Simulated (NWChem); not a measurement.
# One shape, several levels: CHF3Te (SMILES FC(F)(F)[TeH])

We compute a comparison of 4 runs (HF/STO-3G, HF/3-21G, wB97X/def2-SVP, CCSD(T)/STO-3G) of CHF3Te. 

The calculation is run with NWChem 7.3.0.

### Step 1. The system as given

CHF3Te has 6 atoms, charge 0, and is taken as a singlet. As SMILES, `FC(F)(F)[TeH]`. The shape is that of a PBE0-D4/def2-TZVP optimisation.

Bond lengths: F1–C2 1.332 Å, C2–F3 1.332 Å, C2–F4 1.336 Å, C2–Te5 2.174 Å, Te5–H6 1.656 Å. Angles: F1–C2–F3 107.3°, F1–C2–F4 108.0°, F1–C2–Te5 112.6°, F3–C2–F4 108.0°, F3–C2–Te5 112.6°, F4–C2–Te5 108.3°, C2–Te5–H6 90.4°.

### Step 2. Energy and gradient at HF/STO-3G (run 1)

struct.nw

```
start struct
memory total 2200 mb
charge 0

geometry units angstrom noautosym nocenter noautoz
F        0.355000      -0.347900       1.415300
C        0.335500      -0.446600       0.087400
F       -0.552600      -1.387900      -0.226700
F        1.538900      -0.866100      -0.312000
Te      -0.082400       1.452400      -0.884600
H       -1.552300       1.531900      -0.125600
end

basis spherical bse
* library STO-3G
end

scf
thresh 1e-08
maxiter 80
noprint "final vectors analysis"
end

task scf gradient
```

Started as:

```
$ nwchem struct.nw > struct.out
```

Standard output:

```text
[...]
  functions       =    48
[...]
  wavefunction    = RHF
[...]
         Total SCF energy =  -6879.221308959541
      One-electron energy = -10445.705161098911
      Two-electron energy =   3090.914381397758
 Nuclear repulsion energy =    475.569470741612
        Time for solution =      7.1s
[...]
                         RHF ENERGY GRADIENTS
    atom               coordinates                        gradient
                 x          y          z           x          y          z
   1 F       0.670853  -0.657436   2.674529    0.000019  -0.004558  -0.054925
   2 C       0.634003  -0.843952   0.165162    0.000289  -0.033588   0.021097
   3 F      -1.044263  -2.622751  -0.428401    0.037460   0.038354   0.012814
   4 F       2.908099  -1.636692  -0.589595   -0.047208   0.020657   0.013012
   5 Te     -0.155713   2.744638  -1.671652    0.021143  -0.019427   0.000650
   6 H      -2.933422   2.894871  -0.237350   -0.011702  -0.001439   0.007352
[...]
```

Run time: 11 s. Hardware: 1 thread of Intel Xeon Platinum 8375C at 2.90GHz (Ice Lake), shared host; peak memory 0.1 GiB.

### Step 3. Energy and gradient at HF/3-21G (run 2)

chf3te.xyz

```xyz
6
CHF3Te
F      0.355000    -0.347900     1.415300
C      0.335500    -0.446600     0.087400
F     -0.552600    -1.387900    -0.226700
F      1.538900    -0.866100    -0.312000
Te    -0.082400     1.452400    -0.884600
H     -1.552300     1.531900    -0.125600
```

run.py

```python
from ase.io import read
from ase.calculators.nwchem import NWChem

mol = read('chf3te.xyz')

calc = NWChem(
    label='chf3te',
    theory='scf',
    memory='2200 mb',
    basis='3-21G',
    basispar='spherical bse',
    scf={'nopen': '0', 'rhf': None, 'thresh': '1e-08', 'maxiter': '80'},
)
mol.calc = calc

forces = mol.get_forces()
e = mol.get_potential_energy()
print(f"E = {e:.6f} eV")
print("forces (eV/A):")
for s, f in zip(mol.symbols, forces):
    print(f"{s:2s} {f[0]:10.5f} {f[1]:10.5f} {f[2]:10.5f}")
print("dipole (e A):", mol.get_dipole_moment().round(4))
```

Started as:

```
$ export ASE_NWCHEM_COMMAND="nwchem PREFIX.nwi > PREFIX.nwo"
$ python run.py
```

Standard output:

```text
E = -188237.995272 eV
forces (eV/A):
F    -0.00123    0.06520    0.99034
C    -0.01522    0.69348   -0.43035
F    -0.66905   -0.70042   -0.21798
F     0.84450   -0.37590   -0.22862
Te    0.17134    0.25577   -0.25629
H    -0.33034    0.06191    0.14295
dipole (e A): [-0.1953  0.3916 -0.1403]
```

The calculator wrote chf3te.nwi:

```
title "chf3te"

permanent_dir chf3te

scratch_dir chf3te

start chf3te

geometry units angstrom nocenter noautosym noautoz
  F  3.5499999999999998e-01 -3.4789999999999999e-01 1.4153000000000000e+00
  C  3.3550000000000002e-01 -4.4660000000000000e-01 8.7400000000000005e-02
  F  -5.5259999999999998e-01 -1.3878999999999999e+00 -2.2670000000000001e-01
  F  1.5388999999999999e+00 -8.6609999999999998e-01 -3.1200000000000000e-01
  Te -8.2400000000000001e-02 1.4523999999999999e+00 -8.8460000000000005e-01
  H  -1.5523000000000000e+00 1.5319000000000000e+00 -1.2559999999999999e-01
end

memory 2200 mb

basis spherical bse noprint
   * library 3-21G
end

scf
  nopen 0
  rhf
  thresh 1e-08
  maxiter 80
end

task scf gradient
```

chf3te.nwo, cut to the lines that bear on the results:

```text
[...]
      One-electron energy = -10479.634268216518
[... 1 line left out ...]
 Nuclear repulsion energy =    475.569470741611
[... 61 lines left out ...]
                       ROHF Final Molecular Orbital Analysis
[... 212 lines left out ...]
                              NWChem Gradients Module
[...]
  wavefunction    =   RHF
                         RHF ENERGY GRADIENTS
    atom               coordinates                        gradient
                 x          y          z           x          y          z
   1 F       0.670853  -0.657436   2.674529    0.000024  -0.001268  -0.019259
   2 C       0.634003  -0.843952   0.165162    0.000296  -0.013486   0.008369
   3 F      -1.044263  -2.622751  -0.428401    0.013011   0.013621   0.004239
   4 F       2.908099  -1.636692  -0.589595   -0.016423   0.007310   0.004446
   5 Te     -0.155713   2.744638  -1.671652   -0.003332  -0.004974   0.004984
   6 H      -2.933422   2.894871  -0.237350    0.006424  -0.001204  -0.002780
[...]
```

Run time: 16 s. Hardware: 1 thread of Intel Xeon Platinum 8375C at 2.90GHz (Ice Lake), shared host; peak memory 0.1 GiB.

Run 3 isn't shown in full; the table further down has it.

### Step 4. A single-point energy at CCSD(T)/STO-3G (run 4)

chf3te.nw

```
start chf3te
title "CHF3Te ccsd(t)"
memory total 2200 mb

geometry units bohr noautosym nocenter noautoz
  F   0.67085277 -0.65743572  2.67452938
  C   0.63400311 -0.84395169  0.16516206
  F  -1.04426266 -2.62275089 -0.42840091
  F   2.90809953 -1.63669180 -0.58959455
  Te -0.15571343  2.74463822 -1.67165173
  H  -2.93342186  2.89487145 -0.23734960
end

basis spherical bse
  * library STO-3G
end

scf
  singlet
  rhf
  thresh 1e-08
  maxiter 80
end

ccsd
  freeze core 22
  maxiter 60
end

task ccsd(t) energy
```

Started as:

```
$ nwchem chf3te.nw > chf3te.out
```

Standard output:

```text
[...]
  functions       =    48
[...]
  wavefunction    = RHF
[...]
         Total SCF energy =  -6879.221308993204
      One-electron energy = -10445.705094471887
      Two-electron energy =   3090.914348708444
 Nuclear repulsion energy =    475.569436770239
        Time for solution =      9.8s
[...]
 Total MP2 energy:          -6879.340420145648750
[...]
             energy      energy      error      ampl     ampl      Block
                                                time     time      time
[...]
 Total CCSD energy:          -6879.371893126216492
[...]
 Total CCSD+T(CCSD) energy:          -6879.377441118160277
[...]
 Total CCSD(T) energy:               -6879.376828729432418
[...]
```

Run time: 45 s. Hardware: 1 thread of Intel Xeon Platinum 8375C at 2.90GHz (Ice Lake), shared host; peak memory 0.14 GiB.

### Step 5. All runs side by side

```tsv
run	level	iteration cap	module	energy (Eh)	dipole moment (D)	largest force (eV/Å)	wall time
1	HF/STO-3G	80	scf	-6879.221309	1.16	2.835	11 s
2	HF/3-21G	80	scf	-6917.618790	2.21	0.993	16 s
3	wB97X/def2-SVP (core potential)	100	dft	-605.941794	1.67	0.056	2.6 min
4	CCSD(T)/STO-3G	80	ccsd(t)	-6879.376829	–	–	45 s
```

### Step 6. Summary of results

| quantity | value |
| --- | --- |
| run 4: total energy | -6879.37683 Eh |
| run 4: HOMO energy (Hartree–Fock orbitals) | -7.11 eV |
| run 4: LUMO energy (Hartree–Fock orbitals) | 6.59 eV |
| run 4: HOMO–LUMO gap (Hartree–Fock orbitals) | 13.70 eV |
| run 4: correlation energy (22 core orbitals frozen) | -155.5 mEh |
| run 4: (T) correction | -4.94 mEh |

What this shows: Over runs 1, 2, 3 the dipole moment (its size) runs from 1.16 D (HF/STO-3G) to 2.21 D (HF/3-21G). Some runs of one species differ in core potentials or relativity; totals across that change don't compare. In runs 1, 4 the basis is minimal, so the values are rough. In runs 1, 2, 4 relativity is left out where basis or elements ask for it. All runs together took 3.8 min, the longest 2.6 min.
